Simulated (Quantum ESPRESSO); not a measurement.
**TiSn: phonons at points of the zone under several settings**

```
Ti Sn
1.0
     0.00000    2.80055    2.80055
     2.80055    0.00000    2.80055
     2.80055    2.80055    0.00000
Ti Sn
1 1
Direct
  0.00000 0.00000 0.00000
  0.50000 0.50000 0.50000
```

The cell was built by a generator and needn't be a form met in nature.

All runs used Quantum ESPRESSO 7.5; potentials PseudoDojo 0.4.1 SR LDA standard; k mesh 8 × 8 × 8; relaxed cell; no spin polarisation; cutoff 1143 eV; occupations cold, width 0.2 eV.

```csv
level,point,frequencies (cm⁻¹)
LDA,"Γ (0.000, 0.000, 0.000)",0 0 0 260 260 260
LDA,"K (0.375, 0.375, 0.750)",47 108 110 227 244 252
LDA,"L (0.500, 0.500, 0.500)",?
```

Question: What stands in the row left open?

Answer: Frequencies 146 146 160 202 202 242 cm⁻¹.
